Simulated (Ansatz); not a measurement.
# SiAsH₂ (doublet): the correlation ladder, cc-pVTZ

One table from this session's results is given with a row withheld; the runs are named, their logs left out.

Computed with Ansatz 0.2.0, Gaussian basis. Level: cc-pVTZ, core rule «outside noble gas», up to 19 orbitals frozen.

Plan: UHF; CCSD(T) on ROHF; CCSD(T) on UHF; BCCD(T) on ROHF; CCSDT(Q) on ROHF; CCSDT(Q) on UHF; CASSCF and MRCISD+Q, 11 electrons in 10 orbitals; CASSCF and NEVPT2, 11 electrons in 10 orbitals.

5 further runs of the same task are left out: 5 set aside as unsound or not needed.

## The geometry

The geometry is a PBE0/def2-TZVP stationary point (not a proven minimum) of the parent state, kept for this charge and spin. No spin-orbit coupling is included. The filled d shell of As may be among the frozen orbitals whatever the setting's name suggests; the logs give the count.

4 atoms, charge 0, spin multiplicity 2.

Atoms are counted from 1 here; the program's logs count them from 0.

Bond lengths: Si1–As2 2.429 Å, Si1–H3 1.497 Å, As2–H4 1.525 Å. Angles: As2–Si1–H3 114.9°, Si1–As2–H4 92.5°.

Set-up of the first run:

in.yaml reads:

```yaml
crystal:
  periodic: [false, false, false]
  atoms:
    - {symbol: Si, position_ang: [0.000000, -0.125451, 1.746470]}
    - {symbol: As, position_ang: [0.000000, 0.050822, -0.676507]}
    - {symbol: H, position_ang: [0.000000, 1.182184, 2.474574]}
    - {symbol: H, position_ang: [0.000000, -1.464222, -0.852954]}
basis:
  gaussian: {orbitals: cc-pVTZ}
magnetization: {spin_polarized: true, initial_magnetization: 1}
hamiltonian: {xc: hf}
output: {orbitals: {seedname: orbitals}}
```

On the command line:

```
$ ansatz run in.yaml --threads 1 --pin off --events-out ev --progress --plain --max-ram 4096MiB --backend cpu
```

Among the steps run: UHF; CCSD(T) on ROHF; CCSD(T) on UHF; BCCD(T) on ROHF; CCSDT(Q) on ROHF; CCSDT(Q) on UHF; CASSCF and MRCISD+Q, 11 electrons in 10 orbitals; CASSCF and NEVPT2, 11 electrons in 10 orbitals.

One table of the session follows, with a row left open; its other results are not shown here.

| method | from RCCSDT(Q) (kJ/mol) |
| --- | --- |
| UHF | +708.5 |
| RMP2 | +139.6 |
| UMP2 | +176.8 |
| RCCSD | +54.0 |
| UCCSD | +56.4 |
| RCCSD(T) | +8.7 |
| UCCSD(T) | +17.0 |
| BCCD(T) | ? |
| RCCSDT | +4.3 |
| UCCSDT | +4.9 |
| RCCSDT(Q) | 0 |
| UCCSDT(Q) | -0.9 |
| CASSCF valence | +524.9 |
| NEVPT2 valence | +126.3 |
| MRCISD valence | +55.4 |
| MRCISD+Q valence | +9.2 |

Estimate the missing values for BCCD(T).

As computed: from RCCSDT(Q) (kJ/mol): +9.6. In the column «from RCCSDT(Q) (kJ/mol)» it lies between MRCISD+Q valence (+9.2) and UCCSD(T) (+17.0).

Left out of the table: ROHF (another determinant or state than the rows shown).

To keep in mind: The determinant is far from a pure spin state, so its energy mixes those of several spin states (harmless only where they are near-degenerate, as at dissociation). Warnings: spin contamination; coupled cluster took another determinant than the lowest; large T1 diagnostic. Restricted and unrestricted rows rest on different reference determinants; where their highest levels disagree by more than a few hundredths of an eV, they describe different states and don't form one ladder.
